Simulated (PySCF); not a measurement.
# Ir⁷³⁺, Pt⁷⁴⁺, Au⁷⁵⁺: ionisation energies with spin-orbit coupling

Aim: the ionisation energy of these ions from differences of total energies, at each level of theory, and how far each lands from the tabulated value where there is one.

Program: PySCF 2.14.0. Level of theory: two-component X2C-1e, generalised determinants. These are calculated values, not measurements, unless marked.

## 1. The system

- Elements: iridium (Z = 77), platinum (Z = 78), gold (Z = 79)
- Basis: one for each species, given in its step
- Hamiltonian: two-component X2C-1e, Gaussian nucleus, no Breit or QED terms; spin-orbit coupling, run by run: off; screened by Boettger's factors
- Core shells frozen in the correlated runs: none (for Ir⁷³⁺)
- State 1: Ir⁷³⁺: [He] 2s2
- State 2: Pt⁷⁴⁺: [He] 2s2
- State 3: Au⁷⁵⁺: [He] 2s2
- Needed too, but not shown: Ir⁷⁴⁺ [He] 2s1 (2S), Pt⁷⁵⁺ [He] 2s1 (2S), Au⁷⁶⁺ [He] 2s1 (2S)
- Methods: GHF, GMP2

The outer shells:

Ir73+ [He] 2s2
```
[He] core
2s [↑↓]
```

Pt74+ [He] 2s2
```
[He] core
2s [↑↓]
```

Au75+ [He] 2s2
```
[He] core
2s [↑↓]
```

All steps ran in one process of a driver on top of PySCF, which takes the settings above as its task.

The integrals over 108 functions and the set-up took 0.92 s of CPU time.

## 2. Ir⁷³⁺

Basis: an uncontracted even-tempered set (16 s from 62 bohr⁻², ratio 2.4; 13 p from 81 bohr⁻², ratio 2.4; 5 d from 250 bohr⁻², ratio 2.6; 4 f from 380 bohr⁻², ratio 2.6).

#### GHF (spin-free)

Standard output:

```text
cycle= 1 E= -8001.8732266493  delta_E= -8e+03  |FDS-SDF|= 2.74e-09
cycle= 2 E= -8001.8732266493  delta_E= 0  |FDS-SDF|= 1.17e-10
cycle= 3 E= -8001.8732266493  delta_E= -9.09e-12  |FDS-SDF|= 1.09e-10
```

CPU time 3.4 s on a shared host, the integrals not counted.

Occupied spinors (without spin-orbit coupling the j labels only name the start):

| spinor shell | electrons | mean energy (eV) | weight of the nominal j | rms radius (bohr) |
| --- | --- | --- | --- | --- |
| 1s1/2 | 2 | -85704.2 | 1.000 | 0.0196 |
| 2s1/2 | 2 | -21232.0 | 1.000 | 0.0761 |

M_J = 0, ⟨J²⟩ = 0.000, ⟨L²⟩ = 0.000, ⟨S²⟩ = 0.000.

#### GMP2 (spin-free)

No log was kept for this step.

CPU time 2.2 s on a shared host, the integrals not counted.

With 4 electrons correlated and 28 very high virtual spinors dropped, the MP2 correlation energy is -0.24969 hartree. Largest pairs: 2s1/2-2s1/2 -0.1577, 1s1/2-1s1/2 -0.0656, 1s1/2-2s1/2 -0.0264.

At this charge the one-electron X2C treatment keeps the bare 1/r₁₂, with no two-electron picture change or Breit term, which inflates the 1s pair energies well beyond their four-component values.

#### GHF (screened spin-orbit)

Standard output:

```text
cycle= 1 E= -8001.8732266493  delta_E= -8e+03  |FDS-SDF|= 2.73e-09
cycle= 2 E= -8001.8732266493  delta_E= -4.55e-12  |FDS-SDF|= 1.03e-10
cycle= 3 E= -8001.8732266493  delta_E= 9.09e-13  |FDS-SDF|= 9.78e-11
```

It used 3.4 s of CPU time after the integrals (shared host).

Occupied spinors:

| spinor shell | electrons | mean energy (eV) | weight of the nominal j | rms radius (bohr) |
| --- | --- | --- | --- | --- |
| 1s1/2 | 2 | -85704.2 | 1.000 | 0.0196 |
| 2s1/2 | 2 | -21232.0 | 1.000 | 0.0761 |

M_J = 0, ⟨J²⟩ = 0.000, ⟨L²⟩ = 0.000, ⟨S²⟩ = 0.000.

#### GMP2 (screened spin-orbit)

This step left no log, only its results.

CPU time 0.39 s on a shared host, the integrals not counted.

With 4 electrons correlated and 28 very high virtual spinors dropped, the MP2 correlation energy is -0.32686 hartree. Largest pairs: 2s1/2-2s1/2 -0.2343, 1s1/2-1s1/2 -0.0660, 1s1/2-2s1/2 -0.0265.

## 3. Pt⁷⁴⁺: the ladder of methods

Basis: an even-tempered Gaussian basis (16 s from 64 bohr⁻², ratio 2.4; 13 p from 83 bohr⁻², ratio 2.4; 5 d from 260 bohr⁻², ratio 2.6; 4 f from 390 bohr⁻², ratio 2.6).

#### GHF (spin-free)

Standard output:

```text
cycle= 1 E= -8235.9758972652  delta_E= -8.24e+03  |FDS-SDF|= 2.67e-09
cycle= 2 E= -8235.9758972652  delta_E= 3.64e-12  |FDS-SDF|= 1.8e-10
cycle= 3 E= -8235.9758972652  delta_E= 0  |FDS-SDF|= 1.72e-10
```

It used 3.3 s of CPU time after the integrals (shared host).

Occupied spinors (without spin-orbit coupling the j labels only name the start):

| spinor shell | electrons | mean energy (eV) | weight of the nominal j | rms radius (bohr) |
| --- | --- | --- | --- | --- |
| 1s1/2 | 2 | -88209.1 | 1.000 | 0.0193 |
| 2s1/2 | 2 | -21876.3 | 1.000 | 0.0749 |

M_J = 0, ⟨J²⟩ = 0.000, ⟨L²⟩ = 0.000, ⟨S²⟩ = 0.000.

#### GMP2 (spin-free)

No log was kept for this step.

It used 2.2 s of CPU time after the integrals (shared host).

With 4 electrons correlated and 28 very high virtual spinors dropped, the MP2 correlation energy is -0.24882 hartree. Largest pairs: 2s1/2-2s1/2 -0.1556, 1s1/2-1s1/2 -0.0664, 1s1/2-2s1/2 -0.0268.

#### GHF (screened spin-orbit)

Standard output:

```text
cycle= 1 E= -8235.9758972652  delta_E= -8.24e+03  |FDS-SDF|= 2.69e-09
cycle= 2 E= -8235.9758972652  delta_E= 5.46e-12  |FDS-SDF|= 3.72e-10
cycle= 3 E= -8235.9758972652  delta_E= -7.28e-12  |FDS-SDF|= 3.71e-10
```

CPU time 3.4 s on a shared host, the integrals not counted.

Occupied spinors:

| spinor shell | electrons | mean energy (eV) | weight of the nominal j | rms radius (bohr) |
| --- | --- | --- | --- | --- |
| 1s1/2 | 2 | -88209.1 | 1.000 | 0.0193 |
| 2s1/2 | 2 | -21876.3 | 1.000 | 0.0749 |

M_J = 0, ⟨J²⟩ = 0.000, ⟨L²⟩ = 0.000, ⟨S²⟩ = 0.000.

#### GMP2 (screened spin-orbit)

This step left no log, only its results.

CPU time 0.41 s on a shared host, the integrals not counted.

With 4 electrons correlated and 28 very high virtual spinors dropped, the MP2 correlation energy is -0.32846 hartree. Largest pairs: 2s1/2-2s1/2 -0.2346, 1s1/2-1s1/2 -0.0669, 1s1/2-2s1/2 -0.0269.

## 4. Au⁷⁵⁺, method by method

Basis: an uncontracted even-tempered set (16 s from 65 bohr⁻², ratio 2.4; 13 p from 85 bohr⁻², ratio 2.4; 5 d from 270 bohr⁻², ratio 2.6; 4 f from 400 bohr⁻², ratio 2.6).

#### GHF (spin-free)

Standard output:

```text
cycle= 1 E= -8474.6051903686  delta_E= -8.47e+03  |FDS-SDF|= 2.63e-09
cycle= 2 E= -8474.6051903686  delta_E= -5.46e-12  |FDS-SDF|= 6.03e-11
cycle= 3 E= -8474.6051903686  delta_E= 0  |FDS-SDF|= 6.33e-11
```

It used 3.4 s of CPU time after the integrals (shared host).

Occupied spinors (without spin-orbit coupling the j labels only name the start):

| spinor shell | electrons | mean energy (eV) | weight of the nominal j | rms radius (bohr) |
| --- | --- | --- | --- | --- |
| 1s1/2 | 2 | -90761.6 | 1.000 | 0.0189 |
| 2s1/2 | 2 | -22533.9 | 1.000 | 0.0736 |

M_J = 0, ⟨J²⟩ = 0.000, ⟨L²⟩ = 0.000, ⟨S²⟩ = 0.000.

#### GMP2 (spin-free)

The driver printed no log here.

It used 2.2 s of CPU time after the integrals (shared host).

With 4 electrons correlated and 28 very high virtual spinors dropped, the MP2 correlation energy is -0.24800 hartree. Largest pairs: 2s1/2-2s1/2 -0.1535, 1s1/2-1s1/2 -0.0673, 1s1/2-2s1/2 -0.0272.

#### GHF (screened spin-orbit)

Standard output:

```text
cycle= 1 E= -8474.6051903686  delta_E= -8.47e+03  |FDS-SDF|= 2.63e-09
cycle= 2 E= -8474.6051903686  delta_E= -5.46e-12  |FDS-SDF|= 1.17e-10
cycle= 3 E= -8474.6051903686  delta_E= 7.28e-12  |FDS-SDF|= 1.14e-10
```

CPU time 3.4 s on a shared host, the integrals not counted.

Occupied spinors:

| spinor shell | electrons | mean energy (eV) | weight of the nominal j | rms radius (bohr) |
| --- | --- | --- | --- | --- |
| 1s1/2 | 2 | -90761.6 | 1.000 | 0.0189 |
| 2s1/2 | 2 | -22533.9 | 1.000 | 0.0736 |

M_J = 0, ⟨J²⟩ = 0.000, ⟨L²⟩ = 0.000, ⟨S²⟩ = 0.000.

#### GMP2 (screened spin-orbit)

This step left no log, only its results.

It used 0.39 s of CPU time after the integrals (shared host).

With 4 electrons correlated and 28 very high virtual spinors dropped, the MP2 correlation energy is -0.33010 hartree. Largest pairs: 2s1/2-2s1/2 -0.2349, 1s1/2-1s1/2 -0.0678, 1s1/2-2s1/2 -0.0274.

## 5. The energy differences

Ionisation energy: Ir⁷³⁺ [He] 2s2 → Ir⁷⁴⁺ [He] 2s1 [2s1/2^1, M_J = 1/2].

| method | value (eV) | less the reference (eV) |
| --- | --- | --- |
| GHF (spin-free) | 21231.6 | +31.6 |
| GMP2 (spin-free) | 21236.1 | +36.1 |
| GHF (screened spin-orbit) | 21231.6 | +31.6 |
| GMP2 (screened spin-orbit) | 21238.2 | +38.2 |

Reference: 21200 ± 90 eV (theoretical estimate listed by NIST; NIST Atomic Spectra Database, ionization energies). For this ion Breit and QED terms and the two-electron picture change, all absent here, are large against electron correlation. The spin-free rows have the spin-orbit operator switched off.

Ionisation energy: Pt⁷⁴⁺ [He] 2s2 → Pt⁷⁵⁺ [He] 2s1 [2s1/2^1, M_J = 1/2].

| method | value (eV) | less the reference (eV) |
| --- | --- | --- |
| GHF (spin-free) | 21875.9 | +35.9 |
| GMP2 (spin-free) | 21880.3 | +40.3 |
| GHF (screened spin-orbit) | 21875.9 | +35.9 |
| GMP2 (screened spin-orbit) | 21882.5 | +42.5 |

Reference: 21840 ± 90 eV (theoretical estimate listed by NIST; NIST Atomic Spectra Database, ionization energies). For this ion Breit and QED terms and the two-electron picture change, all absent here, are large against electron correlation. The spin-free rows have the spin-orbit operator switched off.

Ionisation energy: Au⁷⁵⁺ [He] 2s2 → Au⁷⁶⁺ [He] 2s1 [2s1/2^1, M_J = 1/2].

| method | value (eV) | less the reference (eV) |
| --- | --- | --- |
| GHF (spin-free) | 22533.5 | +33.5 |
| GMP2 (spin-free) | 22537.9 | +37.9 |
| GHF (screened spin-orbit) | 22533.5 | +33.5 |
| GMP2 (screened spin-orbit) | 22540.1 | +40.1 |

Reference: 22500 ± 100 eV (theoretical estimate listed by NIST; NIST Atomic Spectra Database, ionization energies). For this ion Breit and QED terms and the two-electron picture change, all absent here, are large against electron correlation. The spin-free rows have the spin-orbit operator switched off.

The differences also use runs on Ir⁷⁴⁺ [He] 2s1 (2S), Pt⁷⁵⁺ [He] 2s1 (2S), Au⁷⁶⁺ [He] 2s1 (2S), which are not shown here.

## 6. Outcome

| quantity | value |
| --- | --- |
| ionisation energy, Ir⁷³⁺ | GHF (spin-free) 21231.6, GMP2 (screened spin-orbit) 21238.2 eV; reference 21200 ± 90 |
| ionisation energy, Pt⁷⁴⁺ | GHF (spin-free) 21875.9, GMP2 (screened spin-orbit) 21882.5 eV; reference 21840 ± 90 |
| ionisation energy, Au⁷⁵⁺ | GHF (spin-free) 22533.5, GMP2 (screened spin-orbit) 22540.1 eV; reference 22500 ± 100 |

For the first difference the methods span 6.586 eV, from GHF (spin-free) (21231.6) to GMP2 (screened spin-orbit) (21238.2). The reference is uncertain or not like for like (spin-orbit coupling or other relativistic terms), so no ranking of close methods is drawn. Spin-orbit coupling moves the first difference by +2.087 eV at GMP2. The basis is finite, and no extrapolation was made.
